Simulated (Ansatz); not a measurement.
I need a displacement scan with seeded SCF runs of CO2, space group P4_2/mnm. Use Ansatz 0.2.0, Python API. Level of theory (first run): PBEsol, PAW, cutoff 490 eV, 4×4×4 k-points, fixed occupations.

Contents of `co2.xyz`:
```text
6
Lattice="3.5161 0.0 0.0 0.0 3.5161 0.0 0.0 0.0 4.1043" Properties=species:S:1:pos:R:3 pbc="T T T"
C     0.00000000    0.00000000    0.00000000
C     1.75805000    1.75805000    2.05215000
O     0.80870300    0.80870300    0.00000000
O     0.94934700    2.56675300    2.05215000
O     2.70739700    2.70739700    0.00000000
O     2.56675300    0.94934700    2.05215000
```

`walk_co2.py`
```python
import ansatz
import numpy as np
from tabulate import tabulate


def main() -> None:
    xtal = ansatz.Crystal.from_extxyz("co2.xyz")

    start = np.array(xtal.resolved().sites[0].position)
    previous, rows = None, []
    for step in range(5):
        target = start + step * 0.01 * np.eye(3)[0]
        setup = (
            xtal.move(0, to=target).calculation()
            .functional("PBEsol")
            .basis(18 * ansatz.Ha)
            .kpoints(4)
            .occupations("fixed")
            .forces()
        )
        session = setup.session()
        if previous is not None:
            session.seed_next_step(previous)
        previous = session.plan(retain="density").execute()
        report = previous.report
        shift = float(np.linalg.norm((target - start) @ np.array(report["lattice"]["cell_ang"])))
        rows.append((step, shift, report["lagrangian_ev"], float(np.linalg.norm(report["forces_ev_ang"][0])), report["n_iterations"], report["n_symmetry_ops"]))
    rows = [(row[0], row[1], 1000 * (row[2] - rows[0][2]), *row[3:]) for row in rows]
    print(tabulate(rows, headers=["step", "moved A", "dE meV", "force on it eV/A", "iterations", "symmetry operations"], floatfmt=".4f", tablefmt="github"))


if __name__ == "__main__":
    main()
```

```console
$ python walk_co2.py
|   step |   moved A |    dE meV |   force on it eV/A |   iterations |   symmetry operations |
|--------|-----------|-----------|--------------------|--------------|-----------------------|
|      0 |    0.0000 |    0.0000 |             0.0000 |            6 |                    16 |
|      1 |    0.0352 |   65.9147 |             5.0827 |            7 |                     2 |
|      2 |    0.0703 |  263.5299 |            10.2210 |            7 |                     2 |
|      3 |    0.1055 |  592.4254 |            15.4704 |            7 |                     2 |
|      4 |    0.1406 | 1051.7825 |            20.8851 |            7 |                     2 |
```

What to keep in mind:
- The structure is a deposited one; some such entries were measured under pressure or heat, so a shift against it needn't be the functional's error alone.
- The first step keeps the crystal's symmetry; the moved atom lowers it.
- Hardware and time: 10 s on 1 thread of AMD EPYC 7B13 (Zen 3) (shared host), peak memory 0.42 GiB.

(Lines on the test bed's own set-up are left out of the output.)
